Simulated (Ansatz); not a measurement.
# Ti (Titanium): further runs on the relaxed cell

An exercise on one series of results from a longer session: the logs are not shown, and one member is left open.

Method: DFT r2SCAN, scalar-relativistic, plane waves, PAW, in Ansatz 0.2.0.

1 further run of the same task is left out (set aside as unsound or not needed).

## The starting structure

The structure is hexagonal, space group P6_3/mmc (No. 194). The conventional cell has a = 2.935 Å, b = 2.935 Å, c = 4.638 Å, α = 90.00°, β = 90.00°, γ = 120.00°. Around Ti (site symmetry -6m2) lie 12 Ti at 2.87 to 2.94 Å.

Coordinates:

```cif
data_structure
_symmetry_space_group_name_H-M 'P6_3/mmc'
_symmetry_Int_Tables_number 194
_cell_length_a 2.9352
_cell_length_b 2.9352
_cell_length_c 4.6380
_cell_angle_alpha 90.000
_cell_angle_beta 90.000
_cell_angle_gamma 120.000
_cell_volume 34.60
loop_
_atom_site_label
_atom_site_type_symbol
_atom_site_symmetry_multiplicity
_atom_site_Wyckoff_symbol
_atom_site_fract_x
_atom_site_fract_y
_atom_site_fract_z
_atom_site_occupancy
Ti1 Ti 2 c 0.33333 0.66667 0.25000 1
```

This cell was relaxed beforehand with the same method: volume 17.30 Å³/atom, gap on the mesh none (metal).

Set-up of the first run:

input.yaml

```yaml
crystal:
  lattice:
    - [2.9351862674, 0.0, 0.0]
    - [-1.4675931337, 2.5419458724, 0.0]
    - [0.0, 0.0, 4.6380487269]
  atoms:
    - { symbol: Ti, position: [0.3333333333, 0.6666666667, 0.25] }
    - { symbol: Ti, position: [0.6666666667, 0.3333333333, 0.75] }
basis:
  ecutwfc: 500
kpoints:
  mp_grid: { grid: [18, 18, 10] }
  band_path:
    path:
      - [[0.0, 0.0, 0.0], [0.5, 0.0, 0.0], [0.33333333, 0.33333333, 0.0], [0.0, 0.0, 0.0], [0.0, 0.0, 0.5], [0.5, 0.0, 0.5], [0.33333333, 0.33333333, 0.5], [0.0, 0.0, 0.5]]
      - [[0.5, 0.0, 0.5], [0.5, 0.0, 0.0]]
      - [[0.33333333, 0.33333333, 0.5], [0.33333333, 0.33333333, 0.0]]
    npoints: 14
hamiltonian:
  xc: r2scan
scf:
  occupations: { method: gaussian, width: 0.1 }
  n_extra_bands: 6
output:
  forces: true
  stress: true
  eigenvalues: true
  populations: true
  dos: { projected: true, de: 0.02, nscf_kmesh: { grid: [27, 27, 15] } }
  bader: true
  write_density: true
  write_potential: true
  elf: true
  volumetric_format: npy
```

Command:

```bash
ansatz run input.yaml --threads 1 --pin off --max-ram 2560MiB --backend cpu --events-out ev --progress --plain --runs-dir out
```

Among the steps run: Bands, states and charges; The cell scaled to 0.97 of its volume; Point at V/V0 = 1.03; The cell scaled to 0.94 of its volume; Point at V/V0 = 1.06.

One table of the session follows, with a row left open; its other results are not shown here.

It belongs to the step «Equation of state». 

| volume (Å³/atom) | energy above the lowest point (meV/atom) | pressure (GPa) |
| --- | --- | --- |
| 16.264 | 24.8 | 8.07 |
| 16.783 | ? | ? |
| 17.302 | 0.0 | 0.00 |
| 17.822 | 5.5 | -3.28 |
| 18.341 | 21.0 | -6.16 |

Estimate the missing values for volume (Å³/atom) = 16.783.

Worked estimate for «energy above the lowest point (meV/atom)». A straight line through the neighbours (16.264, 24.8) and (17.302, 0.0) gives 24.8 + (0.0 − 24.8) × (16.783 − 16.264) / (17.302 − 16.264) = 12.4; a parabola fitted to 3 rows on both sides gives 6.4.

The run gave: energy above the lowest point (meV/atom): 5.9; pressure (GPa): 3.76. In «energy above the lowest point (meV/atom)» the line misses by +6.5 and the parabola by +0.5.
